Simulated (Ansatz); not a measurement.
# K3Li3CF: a short molecular-dynamics run

Aim: set K3Li3CF (a randomly packed cell, 16 atoms, not relaxed) in motion for 60 steps of 1.5 fs at constant energy, with velocities drawn for 2000 K, and see how temperature, energy and positions respond.

Method: DFT PBE, plane waves, PAW, scalar-relativistic, no spin polarisation, in Ansatz 0.2.0.

## 1. The structure to begin with

The cell holds 16 atoms (C2F2K6Li6): a = 7.289 Å, b = 7.069 Å, c = 6.602 Å, α = 71.63°, β = 87.39°, γ = 91.29°.

Structure file:

```
CELL_PARAMETERS angstrom
7.28475 0.12596 -0.20369
-0.24203 6.93744 1.33810
0.46762 0.87793 6.52616
ATOMIC_POSITIONS crystal
Li 0.74705 0.75754 0.25436
Li 0.14532 0.37093 0.86815
Li 0.39710 0.18326 0.05042
Li 0.74954 0.95665 0.52640
Li 0.49009 0.76431 0.00237
Li 0.15030 0.94525 0.25596
F 0.49794 0.06493 0.46848
F 0.54922 0.95879 0.21793
K 0.13105 0.20163 0.52194
K 0.82390 0.54710 0.66617
K 0.39706 0.70863 0.56892
K 0.76648 0.08258 0.89316
K 0.79388 0.37526 0.19896
K 0.09228 0.75189 0.93897
C 0.50448 0.53357 0.30141
C 0.40385 0.02151 0.72715
```

## 2. The run

File input.yaml:

```yaml
crystal:
  lattice:
    - [7.284752, 0.125962, -0.203693]
    - [-0.242033, 6.937439, 1.338097]
    - [0.467616, 0.877929, 6.526155]
  atoms:
    - { symbol: Li, position: [0.747053, 0.757543, 0.254362] }
    - { symbol: Li, position: [0.14532, 0.370926, 0.868153] }
    - { symbol: Li, position: [0.397096, 0.183258, 0.050418] }
    - { symbol: Li, position: [0.749541, 0.956654, 0.526403] }
    - { symbol: Li, position: [0.490087, 0.764309, 0.002367] }
    - { symbol: Li, position: [0.150297, 0.945251, 0.255957] }
    - { symbol: F, position: [0.497939, 0.064927, 0.468476] }
    - { symbol: F, position: [0.549225, 0.958786, 0.217934] }
    - { symbol: K, position: [0.131054, 0.201629, 0.521945] }
    - { symbol: K, position: [0.823903, 0.547099, 0.666175] }
    - { symbol: K, position: [0.397056, 0.708633, 0.56892] }
    - { symbol: K, position: [0.766475, 0.082577, 0.893162] }
    - { symbol: K, position: [0.793876, 0.375263, 0.19896] }
    - { symbol: K, position: [0.092282, 0.75189, 0.938974] }
    - { symbol: C, position: [0.504477, 0.533571, 0.301415] }
    - { symbol: C, position: [0.403852, 0.021511, 0.727148] }
kpoints:
  mp_grid: { grid: [2, 2, 3] }
magnetization:
  spin_polarized: false
scf:
  occupations: { method: fermi_dirac, width: 0.05 }
hamiltonian:
  pseudopotentials: { kind: paw }
  xc: pbe
basis:
  ecutwfc: 420
md:
  timestep: 1.5
  n_steps: 60
  ensemble: nve
  temperature: 2000.0
  initial_velocities: maxwell_boltzmann
  seed: 218840
```

The run is started by

```sh
$ ansatz run input.yaml --threads 2 --pin off --max-ram 2560MiB --backend cpu --events-out ev --progress --plain --runs-dir out
```

Log, shortened:

```text
Warning: md: disabling space-group detection — thermal motion breaks the input geometry's symmetry, so no spatial operation reduces the k-mesh or symmetrises the density; time reversal is kept, so that k and −k are solved as one point where they differ and the mesh holds both, and exact [...]
Warning: RAYON_NUM_THREADS=2 ignored (pool sized by the plan → 2); use --threads N
[...]
Pseudopotentials: kind: paw
Pseudopotential: Li, paw, valence charge 3, recommended cutoff 420 eV (normal), Li.paw.azcp
Pseudopotential: F, paw, valence charge 7, recommended cutoff 420 eV (normal), F.paw.azcp
Pseudopotential: K, paw, valence charge 9, recommended cutoff 420 eV (normal), K.paw.azcp
Pseudopotential: C, paw, valence charge 4, recommended cutoff 420 eV (normal), C.paw.azcp
Functional definition: PBE
[...]
Crystal: 16 atoms, lattice volume = 322.240 Å³
Basis set: ecut = 420 eV, 6285 PW (Γ), exchange–correlation on 100×96×90 points (8 copies of the dense FFT grid, shifted against one another)
Bands: 63, of which v1, the nominal top of the filled ones, is band 47 counted from 1 (46 counted from 0)
Symmetry: 1 space group operations
k-points: 8 of 12 (time reversal used)
[...]
SCF iter   1: F=—  HF=-12560.260070 eV  |F-HF|=—  |Δ(HF+E_count)|=         —  Δρ=5.57e-3  dr2=2.50e-1  ethr=1.77e-3  ⟨swp⟩=8.9  Hψ=2518  notcnv=0  defer=14
[...]
md step     0: t =     0.00 fs  T =  2000.0 K  F+E_penalty+E_count = -12560.23808424 eV  E_kin = 3.877800 eV  conserved = -12556.36028428 eV  (11 SCF iters)
[...]
md step     1: t =     1.50 fs  T =  1976.6 K  F+E_penalty+E_count = -12560.19211473 eV  E_kin = 3.832363 eV  conserved = -12556.35975192 eV  (10 SCF iters)
[...]
SCF iter   9: F=—  HF=-12560.180812 eV  |F-HF|=—  |Δ(HF+E_count)|=   7.10e-8  Δρ=3.72e-6  dr2=6.60e-8  ethr=5.20e-10  ⟨swp⟩=2.0  Hψ=786  notcnv=0
```

## 3. The log goes on

Output, continued, shortened:

```text
SCF iter  10: F=-12560.180812 eV  HF=-12560.180812 eV  |F-HF|=8.19e-9  |Δ(HF+E_count)|=   6.69e-9  Δρ=1.82e-6  dr2=1.34e-8  ethr=1.70e-11  ⟨swp⟩=4.0  Hψ=1394  notcnv=0
[...]
md step     2: t =     3.00 fs  T =  1970.8 K  F+E_penalty+E_count = -12560.18081164 eV  E_kin = 3.821280 eV  conserved = -12556.35953123 eV  (10 SCF iters)
[...]
md step    16: t =    24.00 fs  T =  2528.6 K  F+E_penalty+E_count = -12561.27076241 eV  E_kin = 4.902698 eV  conserved = -12556.36806453 eV  (6 SCF iters)
[...]
md step    30: t =    45.00 fs  T =  2906.4 K  F+E_penalty+E_count = -12562.00163621 eV  E_kin = 5.635303 eV  conserved = -12556.36633306 eV  (10 SCF iters)
[...]
md step    44: t =    66.00 fs  T =  2512.0 K  F+E_penalty+E_count = -12561.22409688 eV  E_kin = 4.870561 eV  conserved = -12556.35353632 eV  (7 SCF iters)
[...]
md step    60: t =    90.00 fs  T =  3596.4 K  F+E_penalty+E_count = -12563.33803272 eV  E_kin = 6.973135 eV  conserved = -12556.36489788 eV  (11 SCF iters)
SCF converged after 11 iterations
Free energy (F): -12563.338033 eV
[...]
E sigma→0 (E₀):  -12563.301023 eV
Entropy (-TS):   -0.074019 eV (-4.626 meV/atom)
Fermi energy:    5.012384 eV
[...]
--- Forces (eV/Å), atoms counted from 1 ---
  atom   1  Li    -1.23390001     0.50596513     0.82456784
  atom   2  Li    -1.30783896    -0.69406819    -2.05400001
  atom   3  Li    -1.45623495    -0.24253858     0.41100740
  atom   4  Li    -0.33968752    -0.30736917     1.78160288
  atom   5  Li     0.05622202    -0.33855411    -0.39051033
  atom   6  Li     1.27202593     0.42743209    -1.36273919
  atom   7  F      0.86782280    -1.12155527    -0.89778652
  atom   8  F     -0.14822334     0.19740108     0.12032819
[...]
--- MD trajectory: 60 steps, t = 0.0 → 90.0 fs ---
  final state: T = 3596.4 K   F+E_penalty+E_count = -12563.33803272 eV   E_kin = 6.973135 eV
  conserved energy: peak-to-peak 2.463e-2 eV (1.539e-3 eV/atom) over 90.0 fs
```

It took 4.9 min on 2 threads of Intel Xeon Platinum 8259CL at 2.50GHz (Skylake/Cascade Lake), shared host; peak memory 0.75 GiB.

## 4. What the atoms did

The trajectory, every 3 steps (energies from step 0); msd is the mean square displacement from the start, the centre of mass held:

| time (fs) | T (K) | potential energy change (meV/atom) | total energy change (meV/atom) | msd C (Å²) | msd Li (Å²) | msd F (Å²) | msd K (Å²) |
| --- | --- | --- | --- | --- | --- | --- | --- |
| 0.0 | 2000 | 0.0 | 0.00 | 0.000 | 0.000 | 0.000 | 0.000 |
| 4.5 | 1985 | 1.9 | 0.04 | 0.014 | 0.016 | 0.003 | 0.002 |
| 9.0 | 2126 | -15.4 | -0.08 | 0.053 | 0.065 | 0.013 | 0.007 |
| 13.5 | 2298 | -36.5 | -0.33 | 0.119 | 0.148 | 0.034 | 0.015 |
| 18.0 | 2336 | -40.8 | -0.13 | 0.219 | 0.260 | 0.068 | 0.025 |
| 22.5 | 2460 | -56.0 | -0.25 | 0.360 | 0.386 | 0.113 | 0.039 |
| 27.0 | 2571 | -69.9 | -0.77 | 0.547 | 0.513 | 0.167 | 0.054 |
| 31.5 | 2272 | -33.2 | -0.26 | 0.769 | 0.626 | 0.231 | 0.072 |
| 36.0 | 2214 | -25.8 | 0.11 | 0.999 | 0.678 | 0.302 | 0.091 |
| 40.5 | 2674 | -82.3 | -0.65 | 1.246 | 0.666 | 0.366 | 0.112 |
| 45.0 | 2906 | -110.2 | -0.38 | 1.553 | 0.653 | 0.412 | 0.136 |
| 49.5 | 2985 | -119.6 | -0.20 | 1.933 | 0.675 | 0.443 | 0.162 |
| 54.0 | 3053 | -127.9 | -0.31 | 2.387 | 0.732 | 0.467 | 0.192 |
| 58.5 | 3030 | -125.3 | -0.52 | 2.908 | 0.808 | 0.491 | 0.226 |
| 63.0 | 2750 | -91.4 | -0.55 | 3.448 | 0.893 | 0.521 | 0.264 |
| 67.5 | 2525 | -63.0 | 0.66 | 3.872 | 0.986 | 0.562 | 0.306 |
| 72.0 | 3221 | -148.6 | -0.67 | 4.060 | 1.106 | 0.619 | 0.353 |
| 76.5 | 3826 | -222.0 | -0.73 | 4.088 | 1.279 | 0.698 | 0.405 |
| 81.0 | 3944 | -236.0 | -0.40 | 4.076 | 1.505 | 0.801 | 0.462 |
| 85.5 | 3828 | -221.8 | -0.34 | 4.077 | 1.757 | 0.928 | 0.522 |
| 90.0 | 3596 | -193.7 | -0.29 | 4.101 | 2.000 | 1.079 | 0.586 |

time (fs), T (K) and a bar:
```
      0.0       2000 
      4.5       1985 
      7.5       2066 #
     12.0       2251 ####
     15.0       2326 #####
     19.5       2350 ######
     24.0       2529 ########
     27.0       2571 #########
     31.5       2272 ####
     34.5       2139 ##
     39.0       2528 ########
     43.5       2859 ##############
     46.5       2937 ###############
     51.0       3011 ################
     55.5       3061 #################
     58.5       3030 ################
     63.0       2750 ############
     66.0       2512 ########
     70.5       2930 ###############
     75.0       3689 ##########################
     78.0       3906 ##############################
     82.5       3923 ##############################
     85.5       3828 #############################
     90.0       3596 #########################
```

Pair distribution over the second half of the run:

| r (Å) | g Li–Li | g Li–K | g K–K |
| --- | --- | --- | --- |
| 0.68 | 0.00 | 0.00 | 0.00 |
| 0.84 | 0.00 | 0.00 | 0.00 |
| 1.00 | 0.00 | 0.00 | 0.00 |
| 1.16 | 0.00 | 0.00 | 0.00 |
| 1.32 | 0.00 | 0.00 | 0.00 |
| 1.48 | 0.00 | 0.00 | 0.00 |
| 1.64 | 0.00 | 0.00 | 0.00 |
| 1.80 | 0.00 | 0.00 | 0.00 |
| 1.96 | 0.41 | 0.00 | 0.00 |
| 2.12 | 0.83 | 0.13 | 0.00 |
| 2.28 | 0.56 | 0.42 | 0.00 |
| 2.44 | 0.97 | 0.92 | 0.00 |
| 2.60 | 2.08 | 1.14 | 1.32 |
| 2.76 | 2.17 | 1.28 | 1.32 |
| 2.92 | 2.09 | 1.16 | 1.59 |
| 3.08 | 1.85 | 1.10 | 0.44 |

First peaks of g(r) (not always the tallest), and, where a minimum follows, the mean number of second-named atoms round a first-named one up to the next minimum:

| pair | peak (Å) | height | minimum (Å) | neighbours |
| --- | --- | --- | --- | --- |
| Li–Li | 2.68 | 2.2 | - | - |
| Li–K | 2.68 | 1.4 | - | - |
| K–K | 2.68 | 1.7 | - | - |

## 5. Positions and forces

Positions (Å) and forces (eV/Å):

```xyz
16
Lattice="7.285 0.126 -0.204 -0.242 6.937 1.338 0.468 0.878 6.526" Properties=species:S:1:pos:R:3:forces:R:3 pbc="T T T" time_fs=15.0 T=2326 dE=-0.6370
Li    5.785    5.893    2.611   -1.416   -0.328    0.034
Li    1.494    2.832    6.035    0.994   -0.342    0.215
Li    3.050    1.091    0.731    0.136    0.061    0.088
Li    5.235    7.481    4.596    1.592   -0.457    0.033
Li    3.563    5.510    1.067   -0.735   -0.159    0.499
Li    0.649    6.922    3.060    0.232   -0.147    0.077
F     4.028    0.910    3.060   -2.122    1.392    0.308
F     3.989    6.789    2.456    1.047   -0.665   -1.121
K     1.105    1.903    3.667    0.540    1.010   -1.380
K     6.029    4.592    5.006   -0.310   -0.273   -0.199
K     3.109    5.399    4.599   -0.547    0.108   -0.064
K     6.006    1.461    5.766   -0.649    0.313   -0.532
K     5.742    2.830    1.472   -0.051   -0.405    0.468
K     0.929    6.123    7.063    0.429   -0.768    0.174
C     3.715    3.883    2.475    0.049    0.392   -0.436
C     2.878    0.825    5.015    0.810    0.269    1.837
16
Lattice="7.285 0.126 -0.204 -0.242 6.937 1.338 0.468 0.878 6.526" Properties=species:S:1:pos:R:3:forces:R:3 pbc="T T T" time_fs=30.0 T=2405 dE=-0.7959
Li    5.763    6.103    2.700   -0.596   -1.151   -0.131
Li    1.883    2.237    6.025   -1.501    3.646    1.473
Li    3.259    0.854    1.013   -0.608    0.476    0.560
Li    5.402    7.666    4.623   -0.823    0.071   -0.221
Li    3.498    5.552    1.281   -1.548   -1.291   -1.014
Li    0.393    6.996    3.235    1.118   -0.131   -0.386
F     4.001    1.036    3.137    0.090   -0.453   -0.677
F     4.231    6.608    2.212    0.869    1.090    2.013
K     1.097    1.987    3.615    1.461    0.963   -0.768
K     5.861    4.683    5.089    0.376   -0.560   -0.118
K     3.199    5.338    4.615   -1.056    0.261   -0.140
K     5.999    1.488    5.717   -0.090    0.632   -1.501
K     5.697    2.760    1.329    0.294   -0.056    0.469
K     0.946    6.148    7.021   -0.740   -2.295    0.218
C     3.753    3.806    2.294   -0.262    0.308    0.100
C     2.651    0.871    5.618    3.015   -1.510    0.121
16
Lattice="7.285 0.126 -0.204 -0.242 6.937 1.338 0.468 0.878 6.526" Properties=species:S:1:pos:R:3:forces:R:3 pbc="T T T" time_fs=45.0 T=2906 dE=-1.7636
Li    5.706    5.928    2.829    1.141   -1.397    0.136
Li    1.956    2.558    6.339    0.371   -0.007    0.248
Li    3.328    0.743    1.436    0.262    0.118   -0.006
Li    5.568    7.810    4.608   -1.727    0.024   -0.471
Li    3.106    5.334    1.322    1.244   -0.619    0.293
Li    0.450    7.012    3.287    0.886   -0.562   -0.867
F     3.892    1.140    3.140    0.902   -1.002   -0.160
F     4.488    6.521    2.112   -1.472    0.928    0.635
K     1.166    2.125    3.520    1.740    0.957    0.001
K     5.714    4.744    5.166    0.958   -0.677    0.162
K     3.231    5.290    4.621   -1.641    0.303   -0.540
K     5.981    1.545    5.592   -0.414    0.291   -0.891
K     5.665    2.685    1.214    0.277   -0.097    0.522
K     0.932    6.063    6.990   -0.388   -0.830   -0.058
C     3.750    3.774    2.131   -0.126   -0.330    0.564
C     2.830    0.729    6.312   -2.013    2.900    0.433
16
Lattice="7.285 0.126 -0.204 -0.242 6.937 1.338 0.468 0.878 6.526" Properties=species:S:1:pos:R:3:forces:R:3 pbc="T T T" time_fs=60.0 T=2975 dE=-1.9011
Li    5.938    5.389    2.934   -0.703    0.471   -1.513
Li    1.980    3.201    6.790    0.990   -1.285    0.169
Li    3.433    0.667    1.774    0.199    0.098   -2.009
Li    5.251    7.952    4.450    0.652   -0.478   -0.495
Li    2.915    5.051    1.366   -0.044    2.017   -0.099
Li    0.767    6.875    3.095   -0.990   -0.259    0.613
F     3.888    1.146    3.161    0.177   -0.097    2.689
F     4.615    6.530    2.111    0.995    0.100    1.437
K     1.327    2.312    3.424    1.045    0.319    0.314
K     5.615    4.770    5.253    0.771   -0.251    0.488
K     3.174    5.259    4.597   -1.596    0.221   -1.022
K     5.942    1.618    5.420   -0.446   -0.395    0.146
K     5.651    2.602    1.126    0.457   -0.528    0.421
K     0.896    5.932    6.959   -0.020    0.911    0.100
C     3.732    3.672    2.072    0.238   -0.999    0.790
C     2.823    0.817    7.056   -1.725    0.155   -2.029
16
Lattice="7.285 0.126 -0.204 -0.242 6.937 1.338 0.468 0.878 6.526" Properties=species:S:1:pos:R:3:forces:R:3 pbc="T T T" time_fs=75.0 T=3689 dE=-3.2884
Li    5.961    4.950    2.636   -1.227    0.480   -0.366
Li    2.309    3.454    7.293    1.192   -1.462   -0.103
Li    3.656    0.667    1.683   -0.092    0.459    0.006
Li    5.163    7.953    4.118    0.621   -0.766    0.235
Li    2.824    5.199    1.439    0.779    0.834    0.756
Li    0.575    6.582    3.243   -0.870    0.024    0.698
F     3.867    1.108    3.425    0.335   -1.244    0.689
F     4.832    6.560    2.265    0.590    0.545    0.992
K     1.548    2.516    3.346    0.319   -0.623    0.938
K     5.558    4.783    5.361    0.090    0.406   -0.284
K     3.033    5.240    4.519   -0.872    0.277   -0.741
K     5.879    1.671    5.249   -0.492   -0.730    0.155
K     5.664    2.492    1.059    1.028   -0.519   -0.134
K     0.857    5.846    6.931    0.098    1.313   -0.147
C     3.723    3.453    2.116   -0.407    0.948   -0.696
C     2.626    1.060    7.367   -1.093    0.060   -1.998
16
Lattice="7.285 0.126 -0.204 -0.242 6.937 1.338 0.468 0.878 6.526" Properties=species:S:1:pos:R:3:forces:R:3 pbc="T T T" time_fs=90.0 T=3596 dE=-3.0999
Li    5.616    4.662    2.221   -1.234    0.506    0.825
Li    2.945    3.285    7.713   -1.308   -0.694   -2.054
Li    3.811    0.799    1.558   -1.456   -0.243    0.411
Li    5.382    7.710    3.870   -0.340   -0.307    1.782
Li    2.917    5.614    1.694    0.056   -0.339   -0.391
Li   -0.079    6.267    3.735    1.272    0.427   -1.363
F     3.841    0.947    3.780    0.868   -1.122   -0.898
F     5.112    6.648    2.529   -0.148    0.197    0.120
K     1.780    2.687    3.323   -1.185   -1.324    1.892
K     5.504    4.815    5.456   -0.792    0.305   -0.527
K     2.841    5.237    4.403   -0.327    0.498    0.117
K     5.790    1.686    5.086   -0.318   -0.451   -0.030
K     5.735    2.355    0.987    1.808   -0.312   -0.330
K     0.828    5.830    6.899    0.964    0.938    0.348
C     3.703    3.388    2.061    2.356    2.459   -0.480
C     2.377    1.310    7.240   -0.216   -0.538    0.577
```

## 6. What came out

| quantity | value |
| --- | --- |
| length | 60 steps of 1.5 fs |
| temperature, first and last step | 2000 and 3596 K |
| temperature, second half | mean 3244 K, from 2512 to 3944 K |
| potential energy, second half | -151 meV/atom from the start |
| largest change of the total energy | 0.87 meV/atom |
| mean square displacement, second half | C 3.4, Li 1.1, F 0.630, K 0.326 Å² |

The temperature starts at 2000 K and averages 3244 K in the second half, where it ranges from 2512 to 3944 K; the start was no minimum (force components up to 2.6 eV/Å), and the potential energy that it sheds (151 meV/atom) turns into motion. The total energy strays from its start by at most 0.87 meV/atom, 0.3 % of the mean kinetic energy, which is good for a step of 1.5 fs. Over the second half C atoms stand 1.8 Å (root mean square) from where they began, and the farthest move is 2.8 Å. Averages from a run of 90 fs with 16 atoms are rough. The k-mesh is coarse.
